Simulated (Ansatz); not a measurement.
# LaMnIn (P-6m2) in Ansatz: a series of runs

The runs below take LaMnIn through single point, with RPBE, PBE.

Everything below comes from runs of Ansatz 0.2.0. Logs are shortened: lines on timing, memory, paths and dates and some standing lists are left out, and cuts for length are marked.

**1. Starting point**

It takes space group P-6m2 (No. 187, hexagonal). The conventional cell has a = 4.593 Å, b = 4.593 Å, c = 4.097 Å, α = 90.00°, β = 90.00°, γ = 120.00°. Around La (site symmetry -6m2) lie 6 Mn at 3.35 Å and 6 In at 3.35 Å. In (site symmetry -6m2) is surrounded by 3 Mn at 2.65 Å. Mn (site symmetry -6m2) has 3 In at 2.65 Å as nearest neighbours.

The cell comes from a database or a generator and needn't be the stable form of this composition.

**2. Single point, RPBE, collinear spin, ferromagnetic start**

Contents of input.yaml:

```yaml
crystal:
  lattice:
    - [4.593340755, 0.0, 0.0]
    - [-2.2966703775, 3.9779497821, 0.0]
    - [0.0, 0.0, 4.096559]
  atoms:
    - { symbol: La, position: [0.0, 0.0, 0.0] }
    - { symbol: In, position: [0.3333333333, 0.6666666667, 0.5] }
    - { symbol: Mn, position: [0.6666666667, 0.3333333333, 0.5], spin: 4.0 }
hamiltonian:
  xc: rpbe
  pseudopotentials: { kind: paw }
magnetization:
  spin_polarized: true
kpoints:
  mp_grid: { grid: [7, 7, 7] }
scf:
  occupations: { method: gaussian, width: 0.05 }
output:
  forces: true
  stress: true
  eigenvalues: true
```

Potentials or basis: Ansatz PAW.

The run is started by

```console
ansatz run input.yaml --threads 2 --pin off --max-ram 5632MiB --backend cpu --events-out ev --progress --plain --runs-dir out
```

Log:

```text
Warning: RAYON_NUM_THREADS=2 ignored (pool sized by the plan → 2); use --threads N
Engine: ansatz 0.2.0, aarch64-unknown-linux-gnu
Pseudopotentials: kind: paw
Pseudopotential: La, paw, valence charge 11, recommended cutoff 420 eV (normal), La.paw.azcp
Pseudopotential: In, paw, valence charge 13, recommended cutoff 420 eV (normal), In.paw.azcp
Pseudopotential: Mn, paw, valence charge 15, recommended cutoff 420 eV (normal), Mn.paw.azcp
Functional definition: RPBE
  parameter kappa = 0.804
  parameter beta = 0.06672455060314922
  exchange = rpbe_x(kappa = kappa, mu = beta*pi^2/3)
  correlation = pbe_c(beta = beta)
Crystal: 3 atoms, lattice volume = 74.853 Å³
Basis set: ecut = 420 eV, 1471 PW (Γ), exchange–correlation on 64×64×60 points (8 copies of the dense FFT grid, shifted against one another)
Bands: 26, of which v1, the nominal top of the filled ones, is band 20 counted from 1 (19 counted from 0)
Symmetry: 12 space group operations
Space group: P-6m2 (ITA 187), of the structure as read, at distance tolerance 4.2e-5 Å
Magnetic group: BNS 187.209 (UNI 1439), of the structure as read, at distance tolerance 4.2e-5 Å
k-points: 32 of 343 (time reversal used)
Non-local potential: La, projectors of the file, l = 0: 3, l = 1: 2, l = 2: 2, l = 3: 3
Non-local potential: In, projectors of the file, l = 0: 2, l = 1: 2, l = 2: 2, l = 3: 2
Non-local potential: Mn, projectors of the file, l = 0: 3, l = 1: 2, l = 2: 3, l = 3: 1
PAW form: soft (Blöchl's): semilocal exchange-correlation on the pseudo side does not see the compensation charge
PAW frozen core: La, regenerated for the run's functional, and the local potential with it (the file was generated under x = pbe(κ = 0.804, μ = 0.2195149727645171), c = pbe(β = 0.06672455060314922))
PAW frozen core: In, regenerated for the run's functional, and the local potential with it (the file was generated under x = pbe(κ = 0.804, μ = 0.2195149727645171), c = pbe(β = 0.06672455060314922))
PAW frozen core: Mn, regenerated for the run's functional, and the local potential with it (the file was generated under x = pbe(κ = 0.804, μ = 0.2195149727645171), c = pbe(β = 0.06672455060314922))
PAW one-centre angular grid: La, 590 points (default); XC on 64 Gauss nodes
PAW one-centre angular grid: In, 590 points (default); XC on 64 Gauss nodes
PAW one-centre angular grid: Mn, 590 points (default); XC on 64 Gauss nodes
Initial density: superposition of atomic densities (chi_scale 0.1, normalization cell, long waves kept (reshape's long-wave potential 0.00 eV rms))
Starting moments: Σ|m| = 4 μB on 1 of 3 sites
Initial wavefunctions: pseudopotential atomic-orbital guess
Functional: x = rpbe, c = pbe(β = 0.06672455060314922)
SCF iter   1: F=—  HF=-15769.966039 eV  |F-HF|=—  |Δ(HF+E_count)|=         —  Δρ=2.91e-2 (↑2.91e-2 ↓1.94e-2)  dr2=1.90e0  dr2_m=5.92e-2  M=3.386 μB ∫|m|=4.297 μB  β_m=0.30  ethr=3.10e-3  ⟨swp⟩=5.1  Hψ=6166  notcnv=0
Mixer restart at iter 1: flushing history
preconditioner: auto → Kerker (q_TF=auto, 2.447 Å⁻¹)  [metal: Δε(μ)=0.008 eV  Ē_g=10.298 eV  σ=0.050 eV  W_gap=0.09  n_scr=20 (ndim 8)  ℏωp=23.1 eV  f_vac=0.000  D(μ)=2.53/eV (n_scr^D=20)]
spin=Collinear: Kerker preconditioning applied to the charge; magnetization (m = ρ↑ − ρ↓) channel mixes plain (no charge-response kernel on spin).
SCF iter   2: F=—  HF=-15769.424434 eV  |F-HF|=—  |Δ(HF+E_count)|=   5.42e-1  Δρ=1.17e-2 (↑1.04e-2 ↓1.17e-2)  dr2=4.62e-1  dr2_m=1.25e-2  M=3.378 μB ∫|m|=4.428 μB  β_m=0.37  ethr=3.10e-3  ⟨swp⟩=2.8  Hψ=3040  notcnv=0  defer=116
SCF iter   3: F=—  HF=-15769.486052 eV  |F-HF|=—  |Δ(HF+E_count)|=   6.16e-2  Δρ=7.24e-3 (↑7.23e-3 ↓7.24e-3)  dr2=1.69e-1  dr2_m=5.37e-3  M=3.309 μB ∫|m|=4.468 μB  β_m=0.61  ethr=1.18e-3  ⟨swp⟩=2.1  Hψ=2697  notcnv=0  defer=118
SCF iter   4: F=—  HF=-15769.662321 eV  |F-HF|=—  |Δ(HF+E_count)|=         —  Δρ=4.66e-3 (↑3.23e-3 ↓4.66e-3)  dr2=6.30e-2  dr2_m=1.85e-3  M=3.152 μB ∫|m|=4.504 μB  β_m=0.61  ethr=4.35e-4  ⟨swp⟩=3.4  Hψ=2919  notcnv=0  defer=118
Mixer restart at iter 4: flushing history
SCF iter   5: F=—  HF=-15769.689357 eV  |F-HF|=—  |Δ(HF+E_count)|=   2.70e-2  Δρ=2.79e-3 (↑2.79e-3 ↓1.75e-3)  dr2=1.01e-2  dr2_m=1.57e-3  M=3.133 μB ∫|m|=4.517 μB  β_m=0.67  ethr=1.61e-4  ⟨swp⟩=2.8  Hψ=2790  notcnv=0  defer=124
SCF iter   6: F=—  HF=-15769.689274 eV  |F-HF|=—  |Δ(HF+E_count)|=   8.23e-5  Δρ=1.69e-3 (↑1.69e-3 ↓1.35e-3)  dr2=1.02e-2  dr2_m=1.39e-4  M=3.129 μB ∫|m|=4.531 μB  β_m=0.66  ethr=2.59e-5  ⟨swp⟩=2.0  Hψ=3231  notcnv=0  defer=124
SCF iter   7: F=—  HF=-15769.688904 eV  |F-HF|=—  |Δ(HF+E_count)|=   3.70e-4  Δρ=9.53e-4 (↑3.39e-4 ↓9.53e-4)  dr2=8.83e-4  dr2_m=1.04e-4  M=3.124 μB ∫|m|=4.552 μB  β_m=0.83  ethr=2.59e-5  ⟨swp⟩=2.2  Hψ=2388  notcnv=0  defer=124
SCF iter   8: F=—  HF=-15769.689836 eV  |F-HF|=—  |Δ(HF+E_count)|=   9.32e-4  Δρ=3.52e-4 (↑3.52e-4 ↓1.48e-4)  dr2=1.36e-4  dr2_m=2.42e-5  M=3.126 μB ∫|m|=4.559 μB  β_m=0.92  ethr=2.26e-6  ⟨swp⟩=2.0  Hψ=2991  notcnv=0  defer=123
SCF iter   9: F=—  HF=-15769.689863 eV  |F-HF|=—  |Δ(HF+E_count)|=   2.65e-5  Δρ=2.25e-4 (↑2.25e-4 ↓1.02e-4)  dr2=8.12e-5  dr2_m=3.43e-6  M=3.126 μB ∫|m|=4.563 μB  β_m=0.92  ethr=3.49e-7  ⟨swp⟩=2.0  Hψ=2456  notcnv=0  defer=123
SCF iter  10: F=—  HF=-15769.689860 eV  |F-HF|=—  |Δ(HF+E_count)|=   2.74e-6  Δρ=5.76e-5 (↑5.76e-5 ↓2.57e-5)  dr2=5.13e-6  dr2_m=2.08e-7  M=3.125 μB ∫|m|=4.564 μB  β_m=0.95  ethr=2.08e-7  ⟨swp⟩=2.0  Hψ=2128  notcnv=0  defer=123
SCF iter  11: F=—  HF=-15769.689860 eV  |F-HF|=—  |Δ(HF+E_count)|=   4.64e-7  Δρ=5.07e-6 (↑5.07e-6 ↓3.34e-6)  dr2=1.06e-7  dr2_m=2.03e-9  M=3.125 μB ∫|m|=4.565 μB  β_m=0.97  ethr=1.32e-8  ⟨swp⟩=2.0  Hψ=2527  notcnv=0  defer=123
SCF iter  12: F=-15769.689860 eV  HF=-15769.689860 eV  |F-HF|=3.02e-9  |Δ(HF+E_count)|=   1.56e-9  Δρ=1.42e-6 (↑1.20e-6 ↓1.42e-6)  dr2=7.19e-9  dr2_m=5.56e-10  M=3.125 μB ∫|m|=4.565 μB  ethr=2.56e-10  ⟨swp⟩=8.0  Hψ=7349  notcnv=0
SCF 1 converged in 12 iterations: F = -15769.689860 eV  dr2 = 7.19e-9
SCF converged after 12 iterations
Magnetization: 3.1253 μB (21.0627 up, 17.9373 down)
Absolute magnetization: 4.5761 μB (∫|ρ↑−ρ↓|, with the PAW one-centre terms)
Spin contamination: 0.6987 ħ² per cell (⟨S²⟩ above its minimum at these occupations)
Per-site moments (μB) at R_I (Å): [(-0.21126319106473845, 1.3822366807332296), (-0.05320575991168855, 1.0939361900731541), (3.6096724866218484, 1.0939361900731541)]
Free energy (F): -15769.689860 eV
Harris-Foulkes:  -15769.689860 eV  (|F-HF|=3.02e-9)
Internal energy: -15769.689150 eV  (E = F + TS)
E sigma→0 (E₀):  -15769.689505 eV
Entropy (-TS):   -0.000709 eV (-0.236 meV/atom)
Fermi energy:    11.957286 eV
--- Per-component energies (eV) ---
  E_band       = -318.835513
  E_kinetic    = 738.498645
  E_local      = -3927.667333  (includes V_loc(G=0)·N_el)
  E_nonlocal   = 707.061998
  E_hartree    = 1611.533831
  E_xc         = -469.325681
  E_vxc        = -391.923225  (∫ρ·V_xc dr)
  E_paw        = -10895.640358  (= ΣΔE_a)
  E_vpaw       = -667.869829  (= ΣTr[D̂ρ^β])
  E_aug_tail   = 0.000016  (compensation charges beyond the density's cutoff)
  E_ewald      = -3534.111768
  E_core_change = -0.038500  (= ΣΔE_core)
  E_smearing   = -0.000709  (= −TS)
  E_closure    = 0.000000  (closes the sum)
  Σ components = -15769.689860   (vs F -15769.689860, Δ=0.00e0)
--- Forces (eV/Å), atoms counted from 1 ---
  atom   1  La    -0.00000000     0.00000000     0.00000000
  atom   2  In     0.00000000     0.00000000     0.00000000
  atom   3  Mn    -0.00000000     0.00000000     0.00000000
  max |Σ_I F_I| component: 1.12e-16 eV/Å
--- Stress (GPa, compression-positive) ---
        8.978478      -0.000000       0.000000
        0.000000       8.978478       0.000000
        0.000000       0.000000       4.144154
  P = ⅓ Tr σ = 7.3670 GPa (73.670 kbar)
--- Band table (eV; the first three rows and the last of 64) ---
  k-point 0 ↑: bands = ["-69.3919", "-38.0961", "-38.0961", "-38.0391", "-20.5644", "-4.2654", "-4.2654", "-4.1321", "-2.2125", "-2.1406", "-2.1406", "-2.1077", "-2.1077", "4.6413", "8.8715", "8.8715", "9.1161", "9.3767", "9.3767", "11.9396", "11.9396", "12.5344", "13.3977", "13.6397", "14.0057", "14.0057"]
  k-point 1 ↑: bands = ["-69.3919", "-38.0961", "-38.0961", "-38.0393", "-20.5596", "-4.2570", "-4.2570", "-4.2213", "-2.1977", "-2.1490", "-2.1490", "-2.1043", "-2.1043", "4.8777", "8.8200", "8.8200", "9.1743", "9.3671", "9.3671", "12.1252", "12.1252", "12.1996", "13.3138", "13.6852", "13.9810", "13.9810"]
  k-point 2 ↑: bands = ["-69.3919", "-38.0960", "-38.0960", "-38.0396", "-20.5490", "-4.4120", "-4.2380", "-4.2380", "-2.1655", "-2.1582", "-2.1582", "-2.1062", "-2.1062", "5.4885", "8.7344", "8.7344", "9.2756", "9.3105", "9.3105", "10.9815", "12.6259", "12.6259", "13.5856", "13.8268", "13.8539", "13.8539"]
  k-point 31 ↓: bands = ["-65.5218", "-34.2682", "-34.2678", "-34.2155", "-20.6289", "-4.6597", "-4.5340", "-4.4766", "-2.1807", "-2.1635", "-2.1474", "-2.1211", "-2.0896", "6.5716", "9.0217", "10.4391", "11.5340", "11.8371", "12.3172", "12.4193", "12.6768", "13.0722", "13.1547", "13.9378", "14.0000", "14.0289"]
```

It took 7.8 s on 2 threads of Arm Neoverse V2, shared host; peak memory 0.42 GiB.

What came out:

```
Free energy            : -15769.6899 eV
Pressure               : 7.4 GPa
Band gap on the k mesh : none (metal or under the smearing width)
Net moment             : 3.13 μB per cell
Absolute moment        : 4.58 μB per cell
Site moments           : La -0.21; In -0.05; Mn +3.61 μB
```

Stress tensor (GPa, compression positive):
```
8.98 0.00 0.00
0.00 8.98 0.00
0.00 0.00 4.14
```

Caveat: the PAW data sets come from PBE, with cores solved anew for the run's functional, which leaves a small shift of forces and pressure. The run has no spin-orbit coupling, so splittings on La are missing.

**3. Single point, PBE, collinear spin, ferromagnetic start**

input.yaml: that of step 2 with these lines changed.

```diff
@@ -10,3 +10,3 @@
 hamiltonian:
-  xc: rpbe
+  xc: pbe
   pseudopotentials: { kind: paw }
@@ -17,3 +17,3 @@
 scf:
-  occupations: { method: gaussian, width: 0.05 }
+  occupations: { method: gaussian, width: 0.02 }
 output:
```

Potentials or basis: Ansatz PAW.

The run is started by

```console
ansatz run input.yaml --threads 2 --pin off --max-ram 5632MiB --backend cpu --events-out ev --progress --plain --runs-dir out
```

Wall time 8.2 s (2 threads of Arm Neoverse V2, shared host); peak memory 0.42 GiB.

It converged, with:

| Item | Value |
| --- | --- |
| Free energy | -15746.8796 eV |
| Pressure | 5.0 GPa |
| Band gap on the k mesh | none (metal or under the smearing width) |
| Net moment | 3.13 μB per cell |
| Absolute moment | 4.47 μB per cell |
| Site moments | La -0.20; In -0.05; Mn +3.55 μB |

Stress tensor (GPa, compression positive):
```
6.40 0.00 0.00
0.00 6.40 0.00
0.00 0.00 2.26
```

Levels at points of the mesh, in eV from the Fermi level:
Spin up:
```
           k point  band 18  band 19  band 20  band 21  band 22  band 23  band 24  band 25
(0.00, 0.00, 0.00)    -2.48    -2.48    -0.02    -0.02     0.56     1.43     1.68     2.05
```
Spin down:
```tsv
k point	band 16	band 17	band 18	band 19	band 20	band 21
(0.00, 0.00, 0.00)	-1.30	-1.30	0.52	0.52	0.83	0.83
```

Spin-orbit coupling is left out, which matters for the levels of La.
